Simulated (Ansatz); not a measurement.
**CH7GaO2Si: ionisation energy by level of theory**

The task here is to estimate one member of a computed series from the others.

The runs use Ansatz 0.2.0, Gaussian basis; unrestricted cation, the program's frozen cores in correlated methods.

Plan: UKS PBE-D4/def2-TZVPP; UKS r2SCAN-D4/def2-TZVPP; UKS PBE0-D4/def2-TZVPP; UKS B3LYP-D4/def2-TZVPP; UKS wB97X-V/def2-TZVPP; UKS wB97M-V/def2-TZVPP; UKS B2PLYP/def2-TZVPP; UHF-CCSD(T)/def2-TZVPP; UHF-MP2/def2-QZVPP; extrapolation to the limit; then −ε(HOMO) from the neutral's earlier runs with LDA (SPW92), PBE-D4, revPBE-D4, BLYP-D4, r2SCAN-D4, B97M-V, PBE0-D4, B3LYP-D4, r2SCANh-D4, r2SCAN0-D4, HSE06-D4, BHLYP-D4, CAM-B3LYP-D4, LC-ωPBE, ωB97X-V, ωB97M-V.

## Structure used throughout

An earlier PBE0-D4 in a triple-zeta def2 set relaxation fixed the geometry.

SMILES `CO[SiH](O)[GaH2]`, 12 atoms, charge 0, spin multiplicity 1.

Atoms are counted from 1 here; the program's logs count them from 0.

Bond lengths: C1–O2 1.409 Å, C1–H6 1.091 Å, C1–H7 1.094 Å, C1–H8 1.097 Å, O2–Si3 1.645 Å, Si3–O4 1.655 Å, Si3–Ga5 2.424 Å, Si3–H9 1.489 Å, O4–H10 0.960 Å, Ga5–H11 1.576 Å, Ga5–H12 1.575 Å. Angles: O2–C1–H6 108.4°, O2–C1–H7 111.1°, O2–C1–H8 111.8°, H6–C1–H7 108.7°, H6–C1–H8 108.5°, H7–C1–H8 108.3°, C1–O2–Si3 124.0°, O2–Si3–O4 112.7°, O2–Si3–Ga5 113.9°, O2–Si3–H9 102.3°, O4–Si3–Ga5 102.4°, O4–Si3–H9 110.1°, Ga5–Si3–H9 115.9°, Si3–O4–H10 117.7°, Si3–Ga5–H11 122.5°, Si3–Ga5–H12 120.8°, H11–Ga5–H12 116.6°.

Set-up of the first run:

Input file in.yaml:

```yaml
crystal:
  periodic: [false, false, false]
  atoms:
    - {symbol: C, position_ang: [-1.429786, 1.255292, 0.050484]}
    - {symbol: O, position_ang: [-0.354373, 0.966718, 0.914713]}
    - {symbol: Si, position_ang: [0.900732, -0.020939, 0.522213]}
    - {symbol: O, position_ang: [1.798238, 0.560065, -0.741060]}
    - {symbol: Ga, position_ang: [0.220319, -2.202688, -0.284771]}
    - {symbol: H, position_ang: [-2.236016, 1.695502, 0.639778]}
    - {symbol: H, position_ang: [-1.131688, 1.968799, -0.724038]}
    - {symbol: H, position_ang: [-1.810751, 0.352123, -0.441233]}
    - {symbol: H, position_ang: [1.711932, -0.014190, 1.770502]}
    - {symbol: H, position_ang: [2.331857, 1.342516, -0.586752]}
    - {symbol: H, position_ang: [-1.109055, -2.427958, -1.101646]}
    - {symbol: H, position_ang: [1.108590, -3.475252, -0.018210]}
basis:
  gaussian: {orbitals: def2-TZVPP}
total_charge: 1
magnetization: {spin_polarized: true, initial_magnetization: 1}
hamiltonian: {xc: pbe, dispersion: d4}
```

Command:

```console
ansatz run in.yaml --threads 2 --pin off --events-out ev --progress --plain --max-ram 32768MiB --backend cuda --devices 0, --max-vram 18GiB
```

Steps of the session up to this table: Cation, UKS PBE-D4/def2-TZVPP; Cation, UKS r2SCAN-D4/def2-TZVPP; Cation, UKS PBE0-D4/def2-TZVPP; Cation, UKS B3LYP-D4/def2-TZVPP; Cation, UKS wB97X-V/def2-TZVPP; Cation, UKS wB97M-V/def2-TZVPP; Cation, UKS B2PLYP (frozen core)/def2-TZVPP; Cation, UHF-CCSD(T)/def2-TZVPP; Cation, UHF-MP2/def2-QZVPP.

One of the session's tables, all rows but one given; the rest of the session is left out.

Orbital estimates, from the neutral's runs:

```
  functional  −ε(HOMO) (eV)
 LDA (SPW92)           6.11
      PBE-D4           6.00
   revPBE-D4           5.95
     BLYP-D4           5.89
   r2SCAN-D4           6.26
      B97M-V           6.37
     PBE0-D4           7.16
    B3LYP-D4           6.97
  r2SCANh-D4           6.69
  r2SCAN0-D4           7.33
    HSE06-D4           6.76
    BHLYP-D4           8.22
CAM-B3LYP-D4           8.44
     LC-ωPBE           9.71
     ωB97X-V              ?
     ωB97M-V           9.22
```

Estimate the missing values for ωB97X-V.

**Answer.** −ε(HOMO) (eV): 9.41. In the column «−ε(HOMO) (eV)» it lies between ωB97M-V (9.22) and LC-ωPBE (9.71).
